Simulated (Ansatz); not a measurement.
# CH₉BGeSi: one species, many methods

One table from this session's results is given with a row withheld; the runs are named, their logs left out.

Program: Ansatz 0.2.0, Gaussian basis. Level of theory: functionals in def2-TZVPP, the program's frozen cores in correlated methods. These are calculated values, not measurements.

Plan: PBE-D4, r2SCAN-D4, PBE0-D4, B3LYP-D4, ωB97X-V, ωB97M-V, B2PLYP; CCSD(T)/def2-TZVPP; MP2/def2-QZVPP; extrapolation to the limit.

## Structure used throughout

The geometry comes from an earlier relaxation with PBE0-D4 in a triple-zeta def2 set; it is a stationary point, not always the lowest conformer.

SMILES `C[BH][GeH2][SiH3]`, 13 atoms, charge 0, spin multiplicity 1.

Atoms are counted from 1 here; the program's logs count them from 0.

Bond lengths: C1–B2 1.549 Å, C1–H5 1.104 Å, C1–H6 1.091 Å, C1–H7 1.093 Å, B2–Ge3 2.055 Å, B2–H8 1.199 Å, Ge3–Si4 2.390 Å, Ge3–H9 1.541 Å, Ge3–H10 1.543 Å, Si4–H11 1.488 Å, Si4–H12 1.488 Å, Si4–H13 1.487 Å. Angles: B2–C1–H5 103.7°, B2–C1–H6 116.3°, B2–C1–H7 113.9°, H5–C1–H6 106.5°, H5–C1–H7 105.1°, H6–C1–H7 110.2°, C1–B2–Ge3 122.8°, C1–B2–H8 119.4°, Ge3–B2–H8 117.8°, B2–Ge3–Si4 107.1°, B2–Ge3–H9 114.4°, B2–Ge3–H10 113.3°, Si4–Ge3–H9 107.1°, Si4–Ge3–H10 106.7°, H9–Ge3–H10 107.9°, Ge3–Si4–H11 110.0°, Ge3–Si4–H12 110.4°, Ge3–Si4–H13 111.0° and more.

Set-up of the first run:

in.yaml

```yaml
crystal:
  periodic: [false, false, false]
  atoms:
    - {symbol: C, position_ang: [-1.202938, 1.701334, -0.888100]}
    - {symbol: B, position_ang: [-1.009164, 0.808067, 0.363083]}
    - {symbol: Ge, position_ang: [0.821079, 0.061314, 0.924449]}
    - {symbol: Si, position_ang: [1.013272, -2.119854, -0.032848]}
    - {symbol: H, position_ang: [-1.265875, 2.722989, -0.473557]}
    - {symbol: H, position_ang: [-0.383159, 1.709307, -1.608110]}
    - {symbol: H, position_ang: [-2.154867, 1.543255, -1.402177]}
    - {symbol: H, position_ang: [-1.959777, 0.526843, 1.037894]}
    - {symbol: H, position_ang: [1.003878, -0.095357, 2.446464]}
    - {symbol: H, position_ang: [2.008720, 0.886948, 0.385898]}
    - {symbol: H, position_ang: [0.883122, -2.040068, -1.513279]}
    - {symbol: H, position_ang: [-0.063189, -3.008244, 0.482135]}
    - {symbol: H, position_ang: [2.329396, -2.731138, 0.292947]}
basis:
  gaussian: {orbitals: def2-TZVPP}
hamiltonian: {xc: pbe, dispersion: d4}
output: {forces: true, orbitals: {seedname: orbitals}}
```

Run with:

```
ansatz run in.yaml --threads 4 --pin off --events-out ev --progress --plain --max-ram 10444MiB
```

Steps of the session up to this table: PBE-D4 (GGA); r2SCAN-D4 (meta-GGA); PBE0-D4 (hybrid); B3LYP-D4 (hybrid); ωB97X-V (range-separated); ωB97M-V (range-separated); B2PLYP (double hybrid); CCSD(T) in def2-TZVPP; MP2 in def2-QZVPP.

One of the session's tables, all rows but one given; the rest of the session is left out.

It belongs to the step «Atomisation energies». 

```
            method  atomisation energy (kcal/mol)
            PBE-D4                          987.0
         r2SCAN-D4                          992.1
           PBE0-D4                          984.2
          B3LYP-D4                          988.2
           ωB97X-V                          993.4
           ωB97M-V                          986.8
            B2PLYP                          975.9
     HF/def2-TZVPP                          760.1
    MP2/def2-TZVPP                          963.9
   CCSD/def2-TZVPP                          960.1
CCSD(T)/def2-TZVPP                          968.9
           MP2/CBS                          982.9
       CCSD(T)/CBS                              ?
```

**Question.** Estimate the row for CCSD(T)/CBS.

As computed: atomisation energy (kcal/mol): 987.9. In the column «atomisation energy (kcal/mol)» it lies between PBE-D4 (987.0) and B3LYP-D4 (988.2).
